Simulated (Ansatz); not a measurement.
# C₈H₁₀O: how energies converge with the basis set

How large a basis does C₈H₁₀O need? Two functionals are run in growing sets.

Method: one geometry, several basis sets; program: Ansatz 0.2.0, Gaussian basis.

The runs, in order: PBE0-D4/def2-SVP; ωB97M-V/def2-SVP; PBE0-D4/def2-QZVPP; ωB97M-V/def2-QZVPP; the functionals' def2-TZVPP values are taken from earlier runs.

### Step 1. The relaxed structure

The geometry comes from an earlier relaxation with PBE0-D4 in a triple-zeta def2 set; it is a stationary point, not always the lowest conformer.

SMILES `Cc1cc(C)cc(O)c1`, 19 atoms, charge 0, spin multiplicity 1.

Atoms are counted from 1 here; the program's logs count them from 0.

Bond lengths: C1–C2 1.499 Å, C1–H10 1.093 Å, C1–H11 1.094 Å, C1–H12 1.091 Å, C2–C3 1.387 Å, C2–C9 1.392 Å, C3–C4 1.394 Å, C3–H13 1.085 Å, C4–C5 1.499 Å, C4–C6 1.386 Å, C5–H14 1.092 Å, C5–H15 1.095 Å, C5–H16 1.091 Å, C6–C7 1.390 Å, C6–H17 1.084 Å, C7–O8 1.357 Å, C7–C9 1.386 Å, O8–H18 0.961 Å and more. Angles: C2–C1–H10 111.2°, C2–C1–H11 111.1°, C2–C1–H12 111.2°, H10–C1–H11 107.2°, H10–C1–H12 108.0°, H11–C1–H12 107.9°, C1–C2–C3 121.0°, C1–C2–C9 120.1°, C3–C2–C9 118.9°, C2–C3–C4 121.3°, C2–C3–H13 119.3°, C4–C3–H13 119.4°, C3–C4–C5 120.4°, C3–C4–C6 119.1°, C5–C4–C6 120.5°, C4–C5–H14 111.3°, C4–C5–H15 110.7°, C4–C5–H16 111.4° and more.

### Step 2. PBE0-D4 in def2-SVP

The input, in.yaml:

```yaml
crystal:
  periodic: [false, false, false]
  atoms:
    - {symbol: C, position_ang: [2.235616, -1.307595, -0.748596]}
    - {symbol: C, position_ang: [0.984335, -0.682169, -0.211150]}
    - {symbol: C, position_ang: [0.395831, 0.401042, -0.847100]}
    - {symbol: C, position_ang: [-0.763588, 0.992246, -0.347292]}
    - {symbol: C, position_ang: [-1.400371, 2.141071, -1.068559]}
    - {symbol: C, position_ang: [-1.333079, 0.487320, 0.810489]}
    - {symbol: C, position_ang: [-0.753011, -0.598266, 1.455584]}
    - {symbol: O, position_ang: [-1.356711, -1.047597, 2.585316]}
    - {symbol: C, position_ang: [0.398063, -1.181048, 0.948770]}
    - {symbol: H, position_ang: [2.098892, -2.377779, -0.925555]}
    - {symbol: H, position_ang: [3.064547, -1.199691, -0.043206]}
    - {symbol: H, position_ang: [2.534905, -0.845641, -1.690147]}
    - {symbol: H, position_ang: [0.848675, 0.797294, -1.750532]}
    - {symbol: H, position_ang: [-0.648269, 2.797564, -1.510764]}
    - {symbol: H, position_ang: [-2.038336, 1.782208, -1.882338]}
    - {symbol: H, position_ang: [-2.024346, 2.735649, -0.399423]}
    - {symbol: H, position_ang: [-2.231326, 0.926074, 1.229744]}
    - {symbol: H, position_ang: [-0.858563, -1.792467, 2.932670]}
    - {symbol: H, position_ang: [0.846723, -2.028216, 1.462090]}
basis:
  gaussian: {orbitals: def2-SVP}
hamiltonian: {xc: pbe0, dispersion: d4}
output: {orbitals: {seedname: orbitals}}
```

Command:

```sh
$ ansatz run in.yaml --threads 2 --pin off --events-out ev --progress --plain --max-ram 22528MiB --backend cpu
```

Further steps of the session: ωB97M-V in def2-SVP; PBE0-D4 in def2-QZVPP; ωB97M-V in def2-QZVPP.

**Question.** What will the summary of the whole plan be? Wanted: PBE0-D4: double and triple zeta above quadruple; ωB97M-V: double and triple zeta above quadruple.

**Answer**, as computed:

| quantity | value |
| --- | --- |
| PBE0-D4: double and triple zeta above quadruple | 11.99, 0.56 eV |
| ωB97M-V: double and triple zeta above quadruple | 12.45, 0.53 eV |

In words: PBE0-D4 gains 11.43 eV from double to triple zeta, then 0.56 eV more. These are total energies; as a rule much of such shifts cancels in differences, which this series doesn't test.
